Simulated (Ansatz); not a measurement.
**B2FH2NO: basis-set convergence**

One table from this session's results is given with a row withheld; the runs are named, their logs left out.

Computed with Ansatz 0.2.0, Gaussian basis. Level: one geometry, several basis sets.

The runs, in order: PBE0-D4/def2-SVP; ωB97M-V/def2-SVP; PBE0-D4/def2-QZVPP; ωB97M-V/def2-QZVPP; the functionals' def2-TZVPP values are taken from earlier runs.

**The geometry**

An earlier PBE0-D4 in a triple-zeta def2 set relaxation fixed the geometry.

SMILES `OB1NB1F`, 7 atoms, charge 0, spin multiplicity 1.

Atoms are counted from 1 here; the program's logs count them from 0.

Bond lengths: O1–B2 1.347 Å, O1–H6 0.959 Å, B2–N3 1.423 Å, B2–B4 1.598 Å, N3–B4 1.403 Å, N3–H7 1.012 Å, B4–F5 1.317 Å. Angles: B2–O1–H6 112.9°, O1–B2–N3 134.0°, O1–B2–B4 171.0°, N3–B2–B4 55.0°, B2–N3–B4 68.8°, B2–N3–H7 144.6°, B4–N3–H7 146.6°, B2–B4–N3 56.2°, B2–B4–F5 168.4°, N3–B4–F5 135.4°.

As a file:

```
atom    x (Å)    y (Å)    z (Å)
  O1  -1.2767   0.1764   1.3081
  B2  -0.3790   0.1502   0.3042
  N3   0.6322  -0.7682  -0.0948
  B4   0.5870   0.3397  -0.9541
  F5   1.2500   0.7241  -2.0253
  H6  -1.8294   0.9602   1.2934
  H7   1.0772  -1.6504   0.1229
```

The first run:

The input, in.yaml:

```yaml
crystal:
  periodic: [false, false, false]
  atoms:
    - {symbol: O, position_ang: [-1.276656, 0.176373, 1.308051]}
    - {symbol: B, position_ang: [-0.378955, 0.150203, 0.304212]}
    - {symbol: N, position_ang: [0.632166, -0.768229, -0.094782]}
    - {symbol: B, position_ang: [0.587028, 0.339723, -0.954127]}
    - {symbol: F, position_ang: [1.249971, 0.724057, -2.025319]}
    - {symbol: H, position_ang: [-1.829428, 0.960223, 1.293407]}
    - {symbol: H, position_ang: [1.077176, -1.650351, 0.122858]}
basis:
  gaussian: {orbitals: def2-SVP}
hamiltonian: {xc: pbe0, dispersion: d4}
output: {orbitals: {seedname: orbitals}}
```

Among the steps run: PBE0-D4 in def2-SVP; ωB97M-V in def2-SVP; PBE0-D4 in def2-QZVPP; ωB97M-V in def2-QZVPP.

One table of the session follows, with a row left open; its other results are not shown here.

It belongs to the step «Functionals by basis». 

| functional | basis | HOMO (eV) | LUMO (eV) |
| --- | --- | --- | --- |
| PBE0-D4 | def2-SVP | -7.14 | 0.52 |
| PBE0-D4 | def2-TZVPP | -7.31 | 0.16 |
| PBE0-D4 | def2-QZVPP | -7.33 | 0.06 |
| ωB97M-V | def2-SVP | ? | ? |
| ωB97M-V | def2-TZVPP | -9.54 | 2.03 |
| ωB97M-V | def2-QZVPP | -9.56 | 1.39 |

Q: Estimate the row for ωB97M-V, def2-SVP from the others.

As computed: HOMO (eV): -9.33; LUMO (eV): 2.74. In the column «HOMO (eV)» it lies between ωB97M-V, def2-TZVPP (-9.54) and PBE0-D4, def2-QZVPP (-7.33).
